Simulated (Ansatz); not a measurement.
# BGeHO (quintet): wave-function methods side by side, cc-pVDZ

An exercise on one series of results from a longer session: the logs are not shown, and one member is left open.

Program: Ansatz 0.2.0, Gaussian basis. Level of theory: cc-pVDZ, core rule «outside noble gas», up to 16 orbitals frozen. These are calculated values, not measurements.

Plan: UHF; CCSD(T) on ROHF; CCSD(T) on UHF; BCCD(T) on ROHF; CISD as a restricted active space (open shells left free, so some higher excitations enter); CCSDT(Q) on ROHF; CCSDT(Q) on UHF.

18 further runs of the same task are left out: 6 that didn't finish, 12 set aside as unsound or not needed. Runs told in other sessions of the task aren't counted.

## The geometry

The geometry is a PBE0/def2-TZVP stationary point (not a proven minimum) of the parent state, kept for this charge and spin. No spin-orbit coupling is included. The filled d shell of Ge may be among the frozen orbitals whatever the setting's name suggests.

4 atoms, charge 0, spin multiplicity 5.

Atoms are counted from 1 here; the program's logs count them from 0.

Bond lengths: B1–Ge2 2.020 Å, Ge2–O3 1.643 Å, Ge2–H4 1.543 Å. Angles: B1–Ge2–O3 123.0°, B1–Ge2–H4 111.0°, O3–Ge2–H4 126.0°.

Set-up of the first run:

in.yaml reads:

```yaml
crystal:
  periodic: [false, false, false]
  atoms:
    - {symbol: B, position_ang: [0.000000, -0.774100, 1.802429]}
    - {symbol: Ge, position_ang: [0.000000, 0.212658, 0.039677]}
    - {symbol: O, position_ang: [0.000000, -0.552059, -1.414527]}
    - {symbol: H, position_ang: [0.000000, 1.740121, 0.261323]}
basis:
  gaussian: {orbitals: cc-pVDZ}
magnetization: {spin_polarized: true, initial_magnetization: 4}
hamiltonian: {xc: hf}
output: {orbitals: {seedname: orbitals}}
```

Launch:

```bash
ansatz run in.yaml --threads 1 --pin off --events-out ev --progress --plain --max-ram 2393MiB
```

Among the steps run: UHF; CCSD(T) on ROHF; CCSD(T) on UHF; BCCD(T) on ROHF; CISD as a restricted active space (open shells left free, so some higher excitations enter); CCSDT(Q) on ROHF; CCSDT(Q) on UHF.

One of the session's tables, all rows but one given; the rest of the session is left out.

| method | from RCCSDT(Q) (meV) |
| --- | --- |
| ROHF | +8460.2 |
| UHF | +8292.7 |
| RMP2 | +1375.4 |
| UMP2 | +1381.3 |
| RCCSD | +345.2 |
| UCCSD | +340.7 |
| RCCSD(T) | +85.9 |
| UCCSD(T) | +85.2 |
| BCCD(T) | +80.9 |
| RCCSDT | ? |
| UCCSDT | +24.9 |
| RCCSDT(Q) | 0 |
| UCCSDT(Q) | -4.4 |

**Question.** Estimate the row for RCCSDT.

As computed: from RCCSDT(Q) (meV): +26.8. In the column «from RCCSDT(Q) (meV)» it lies between UCCSDT (+24.9) and BCCD(T) (+80.9).

Not comparable, so not listed: CISD as a restricted active space (open shells left free, so some higher excitations enter) (they don't share determinant, frozen orbitals or solution with the rows shown, or repeat one).

Limits of these values: Restricted and unrestricted rows rest on different reference determinants; a gap between their highest levels can come from leftover correlation error, from unlike frozen cores or from another state.
